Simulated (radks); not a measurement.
# Ru²⁺ in [Kr] 4d6: an all-electron calculation

An exercise on one series of results from a longer session: the logs are not shown, and one member is left open.

The numbers are computed with radks (a radial shooting solver on a logarithmic mesh, Libxc functionals) version 1 (Dirac Kohn-Sham, PBEsol, spin-unpolarised, spherical densities, finite nucleus; open shells fill j = l - 1/2 first), except any that are marked as measured or tabulated.

**Starting point**

| Property | Result |
| --- | --- |
| element | ruthenium (Z = 44) |
| charge | +2 |
| electrons | 42 |
| configuration | [Kr] 4d6 |
| nuclear rms radius | 4.4809 fm |

Set-up of the first run:

Settings of this run:

```text
Z 44
configuration [Kr] 4d6 5s0 5p0
relativity Dirac
functional pbe_sol,pbe_sol
spin unpolarised
j_filling energy
nucleus finite rms 4.4809 fm
c 137.035999084
```

One table of the session follows, with a row left open; its other results are not shown here.

It belongs to the step «Shells». Radial moments (bohr):

| level | <r> | outermost maximum (interpolated) | 90 % within | nodes |
| --- | --- | --- | --- | --- |
| 1s1/2 | 0.03345 | 0.0217 | 0.0600 | 0 |
| 2s1/2 | 0.1454 | 0.123 | 0.225 | 1 |
| 2p1/2 | 0.1236 | 0.0955 | 0.202 | 0 |
| 2p3/2 | ? | ? | ? | ? |
| 3s1/2 | 0.4027 | 0.362 | 0.595 | 2 |
| 3p1/2 | 0.3959 | 0.349 | 0.598 | 1 |
| 3p3/2 | 0.4065 | 0.358 | 0.613 | 1 |
| 3d3/2 | 0.3822 | 0.299 | 0.609 | 0 |
| 3d5/2 | 0.3857 | 0.302 | 0.614 | 0 |
| 4s1/2 | 1.016 | 0.914 | 1.48 | 3 |
| 4p1/2 | 1.101 | 0.965 | 1.63 | 2 |
| 4p3/2 | 1.131 | 0.989 | 1.67 | 2 |
| 4d3/2 | 1.517 | 1.19 | 2.39 | 1 |
| 4d5/2 | 1.533 | 1.20 | 2.42 | 1 |
| 5s1/2 | 2.737 | 2.42 | 3.97 | 4 |
| 5p1/2 | 3.256 | 2.85 | 4.75 | 3 |
| 5p3/2 | 3.331 | 2.92 | 4.86 | 3 |

**Question.** Estimate the row for 2p3/2.

**Answer.** <r>: 0.1284; outermost maximum (interpolated): 0.0995; 90 % within: 0.209; nodes: 0. In the column «<r>» it lies between 2p1/2 (0.1236) and 2s1/2 (0.1454).

To keep in mind: Spin polarisation and multiplet splitting are left out.
